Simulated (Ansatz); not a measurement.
# AlH5O2Si: a ladder of functionals and wavefunction methods

An exercise on one series of results from a longer session: the logs are not shown, and one member is left open.

The runs use Ansatz 0.2.0, Gaussian basis; functionals in def2-TZVPP, the program's frozen cores in correlated methods.

Levels to be run: LDA (SPW92), PBE-D4, revPBE-D4, BLYP-D4, r2SCAN-D4, B97M-V, PBE0-D4, B3LYP-D4, r2SCANh-D4, r2SCAN0-D4, HSE06-D4, BHLYP-D4, CAM-B3LYP-D4, LC-ωPBE, ωB97X-V, ωB97M-V, B2PLYP, PBE-QIDH; CCSD(T)/def2-SVP; CCSD(T)/def2-TZVPP; MP2/def2-QZVPP; extrapolation to the limit; RPA on PBE.

## The geometry

An earlier PBE0-D4 in a triple-zeta def2 set relaxation fixed the geometry.

SMILES `O[SiH](O)[AlH2]`, 9 atoms, charge 0, spin multiplicity 1.

Atoms are counted from 1 here; the program's logs count them from 0.

Bond lengths: O1–Si2 1.656 Å, O1–H5 0.958 Å, Si2–O3 1.656 Å, Si2–Al4 2.480 Å, Si2–H6 1.482 Å, O3–H7 0.958 Å, Al4–H8 1.597 Å, Al4–H9 1.590 Å. Angles: Si2–O1–H5 118.1°, O1–Si2–O3 113.0°, O1–Si2–Al4 110.2°, O1–Si2–H6 103.7°, O3–Si2–Al4 110.2°, O3–Si2–H6 103.7°, Al4–Si2–H6 115.8°, Si2–O3–H7 118.1°, Si2–Al4–H8 118.6°, Si2–Al4–H9 123.5°, H8–Al4–H9 117.8°.

Coordinates:

```xyz
9
AlH5O2Si
O    -0.3785    1.5727   -1.0911
Si    0.5814    0.6052   -0.1502
O     1.6427   -0.3078   -1.0349
Al   -0.8171   -0.8558    1.2850
H    -1.1089    1.1664   -1.5587
H     1.4550    1.5657    0.5644
H     1.3041   -1.0795   -1.4900
H    -1.7808   -1.9197    0.5850
H    -0.8096   -0.7936    2.8735
```

The first run:

in.yaml reads:

```yaml
crystal:
  periodic: [false, false, false]
  atoms:
    - {symbol: O, position_ang: [-0.378473, 1.572664, -1.091077]}
    - {symbol: Si, position_ang: [0.581388, 0.605175, -0.150200]}
    - {symbol: O, position_ang: [1.642681, -0.307796, -1.034927]}
    - {symbol: Al, position_ang: [-0.817129, -0.855754, 1.284986]}
    - {symbol: H, position_ang: [-1.108895, 1.166391, -1.558682]}
    - {symbol: H, position_ang: [1.455028, 1.565690, 0.564378]}
    - {symbol: H, position_ang: [1.304128, -1.079470, -1.490047]}
    - {symbol: H, position_ang: [-1.780773, -1.919705, 0.584997]}
    - {symbol: H, position_ang: [-0.809554, -0.793595, 2.873471]}
basis:
  gaussian: {orbitals: def2-TZVPP}
hamiltonian: {xc: lda}
output: {orbitals: {seedname: orbitals}}
```

Run with:

```bash
> ansatz run in.yaml --threads 2 --pin off --events-out ev --progress --plain --max-ram 4352MiB
```

Steps of the session up to this table: LDA; PBE-D4 (GGA); revPBE-D4 (GGA); BLYP-D4 (GGA); r2SCAN-D4 (meta-GGA); B97M-V (meta-GGA); B3LYP-D4 (hybrid); r2SCANh-D4 (hybrid); r2SCAN0-D4 (hybrid); HSE06-D4 (hybrid); BHLYP-D4 (hybrid); CAM-B3LYP-D4 (range-separated); LC-ωPBE (range-separated); ωB97X-V (range-separated); ωB97M-V (range-separated); B2PLYP (double hybrid); PBE-QIDH (double hybrid).

One table of the session follows, with a row left open; its other results are not shown here.

```
  functional  HOMO (eV)  LUMO (eV)  gap (eV)
 LDA (SPW92)      -6.01      -3.13      2.87
      PBE-D4      -5.91      -2.89      3.02
   revPBE-D4      -5.87      -2.78      3.09
     BLYP-D4      -5.81      -2.76      3.05
   r2SCAN-D4      -6.16      -2.64      3.51
      B97M-V      -6.24      -2.86      3.39
     PBE0-D4      -7.07      -2.15      4.92
    B3LYP-D4          ?          ?         ?
  r2SCANh-D4      -6.58      -2.39      4.20
  r2SCAN0-D4      -7.23      -2.01      5.22
    HSE06-D4      -6.68      -2.52      4.16
    BHLYP-D4      -8.17      -1.38      6.79
CAM-B3LYP-D4      -8.38      -1.21      7.16
     LC-ωPBE      -9.64      -0.13      9.51
     ωB97X-V      -9.33      -0.24      9.09
     ωB97M-V      -9.09      -0.53      8.57
```

Q: Estimate the row for B3LYP-D4 from the others.

Worked estimate for «HOMO (eV)». Against the share of exact exchange, BLYP-D4 (0, -5.81), BHLYP-D4 (0.5, -8.17) give a slope of -4.72 per unit share; at 0.2 the line stands at -6.75.

**Answer.** HOMO (eV): -6.90; LUMO (eV): -2.34; gap (eV): 4.56. In «HOMO (eV)» the line misses by +0.15.
